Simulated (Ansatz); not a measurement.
# C2H7NSi (SMILES C=NC[SiH3]): revPBE/cc-pVDZ

What is the energy change on altering one bond length of C2H7NSi at revPBE/cc-pVDZ? 

Program for the calculation: Ansatz 0.2.0.

52 further runs of the same task are left out: 52 set aside as unsound or not needed.

### Step 1. The system as given

C2H7NSi has 11 atoms, charge 0, and is taken as a singlet. As SMILES, `C=NC[SiH3]`. The coordinates come from a PBE0-D4/def2-TZVP relaxation. This is one conformer, not always the lowest.

Bond lengths: C1–N2 1.259 Å, N2–C3 1.436 Å, C3–Si4 1.892 Å, C1–H5 1.089 Å, C1–H6 1.099 Å, C3–H7 1.095 Å, C3–H8 1.102 Å, Si4–H9 1.487 Å, Si4–H10 1.484 Å, Si4–H11 1.488 Å. Some angles: C1–N2–C3 118.6°, N2–C3–Si4 109.5°, N2–C1–H5 119.2°, N2–C1–H6 123.3°, N2–C3–H7 109.0°, N2–C3–H8 113.6°, Si4–C3–H7 106.9°, Si4–C3–H8 109.5°, C3–Si4–H9 109.5°, C3–Si4–H10 110.5°.

### Step 2. The energy at revPBE/cc-pVDZ

run.yaml

```yaml
crystal:
  periodic: [false, false, false]
  atoms:
    - symbol: C
      position_ang: [-0.639400, 1.869300, 0.363900]
    - symbol: "N"
      position_ang: [-0.998600, 0.713100, 0.018000]
    - symbol: C
      position_ang: [-0.299000, -0.417000, 0.562600]
    - symbol: Si
      position_ang: [0.706300, -1.257400, -0.802700]
    - symbol: H
      position_ang: [-1.145900, 2.733500, -0.063200]
    - symbol: H
      position_ang: [0.166900, 2.059000, 1.086600]
    - symbol: H
      position_ang: [-1.029900, -1.151400, 0.917900]
    - symbol: H
      position_ang: [0.365200, -0.161700, 1.404500]
    - symbol: H
      position_ang: [1.729600, -0.311300, -1.319900]
    - symbol: H
      position_ang: [-0.179800, -1.683000, -1.914500]
    - symbol: H
      position_ang: [1.389900, -2.450100, -0.232400]
basis:
  gaussian:
    orbitals: cc-pVDZ
total_charge: 0
hamiltonian:
  xc: {name: revPBE}
accuracy: high
output: {orbitals: {seedname: orbitals}}
```

Command:

```
$ ansatz run run.yaml --threads 1 --pin off --max-ram 2610MiB --events-out events.jsonl --progress --plain --runs-dir runs
```

What it wrote:

```text
Warning: RAYON_NUM_THREADS=1 ignored (pool sized by the plan → 1); use --threads N
Functional definition: revPBE
  name "revPBE"
  parameter kappa = 1.245
  parameter beta = 0.06672455060314922
  exchange = pbe_x(kappa = kappa, mu = beta*pi^2/3)
  correlation = pbe_c(beta = beta)
2314 factors; integrals over basis functions are off by at most 3.8e-9 eV
mean field evaluation 1: about -11545.4400 eV, gradient 5.0e1 eV
mean field evaluation 2: about -11533.3371 eV, gradient 8.4e1 eV
mean field evaluation 4: about -11551.8938 eV, gradient 7.2e0 eV
mean field evaluation 8: about -11552.0106 eV, gradient 4.9e-2 eV
mean field evaluation 16: about -11552.0106 eV, gradient 1.2e-6 eV
mean field -11552.01058400 eV, -424.5285587280 hartree, gradient 4.5e-8 eV, S^2 0.000000; 0 other end points of the search recorded, 0 dependent functions left out
reference -11552.01058868 eV, -424.5285588999 hartree; 20, 20 occupied and 75, 75 virtual orbitals, 2314 factors
Total energy: -11552.01058868 eV, -424.5285588999 hartree
```

Wall time 8.7 s (1 thread of Arm Neoverse V1, shared host); peak memory 0.25 GiB.

### Step 3. The distorted shape

molecule.yaml

```yaml
basis:
  gaussian:
    orbitals: cc-pVDZ
crystal:
  periodic: [false, false, false]
  atoms:
    - {symbol: C, position_ang: [-0.506460, 1.933152, 0.530701]}
    - {symbol: "N", position_ang: [-0.865660, 0.776952, 0.184801]}
    - {symbol: C, position_ang: [-0.166060, -0.353148, 0.729401]}
    - {symbol: Si, position_ang: [0.839240, -1.193548, -0.635899]}
    - {symbol: H, position_ang: [-1.012960, 2.797352, 0.103601]}
    - {symbol: H, position_ang: [0.299840, 2.122852, 1.253401]}
    - {symbol: H, position_ang: [-0.896960, -1.087548, 1.084701]}
    - {symbol: H, position_ang: [0.498140, -0.097848, 1.571301]}
    - {symbol: H, position_ang: [1.862540, -0.247448, -1.153099]}
    - {symbol: H, position_ang: [-0.179800, -1.683000, -1.914500]}
    - {symbol: H, position_ang: [1.522840, -2.386248, -0.065599]}
total_charge: 0
hamiltonian:
  xc: {name: revPBE}
accuracy: high
output:
  orbitals: {seedname: orbitals}
```

Command:

```
$ ansatz run molecule.yaml --threads 1 --pin off --max-ram 2610MiB --events-out events.jsonl --progress --plain --runs-dir runs
```

What it wrote:

```text
Warning: RAYON_NUM_THREADS=1 ignored (pool sized by the plan → 1); use --threads N
Functional definition: revPBE
  name "revPBE"
  parameter kappa = 1.245
  parameter beta = 0.06672455060314922
  exchange = pbe_x(kappa = kappa, mu = beta*pi^2/3)
  correlation = pbe_c(beta = beta)
2311 factors; integrals over basis functions are off by at most 3.8e-9 eV
mean field evaluation 1: about -11545.2114 eV, gradient 5.0e1 eV
mean field evaluation 2: about -11532.7220 eV, gradient 8.4e1 eV
mean field evaluation 4: about -11551.6449 eV, gradient 7.3e0 eV
mean field evaluation 8: about -11551.7656 eV, gradient 6.2e-2 eV
mean field evaluation 16: about -11551.7656 eV, gradient 3.0e-6 eV
mean field -11551.76564606 eV, -424.5195574247 hartree, gradient 3.6e-8 eV, S^2 0.000000; 0 other end points of the search recorded, 0 dependent functions left out
reference -11551.76565075 eV, -424.5195575972 hartree; 20, 20 occupied and 75, 75 virtual orbitals, 2311 factors
Total energy: -11551.76565075 eV, -424.5195575972 hartree
```

It took 8.7 s on 1 thread of Arm Neoverse V1, shared host; peak memory 0.27 GiB.

### Step 4. Outcome

At revPBE/cc-pVDZ:

| quantity | value |
| --- | --- |
| first shape: total energy | -424.52856 Eh |
| first shape: HOMO energy | -5.72 eV |
| first shape: LUMO energy | -1.20 eV |
| first shape: HOMO–LUMO gap | 4.52 eV |
| distorted shape: total energy | -424.51956 Eh |
| distorted shape: HOMO energy | -5.75 eV |
| distorted shape: LUMO energy | -1.24 eV |
| distorted shape: HOMO–LUMO gap | 4.51 eV |
| energy change with the Si4–H10 bond stretched from 1.484 to 1.707 Å | 0.245 eV |

**Reading.** With the Si4–H10 bond stretched from 1.484 to 1.707 Å the energy rises by 0.24 eV (23.6 kJ/mol). The first shape isn't relaxed at this level, so the change isn't measured from a minimum.
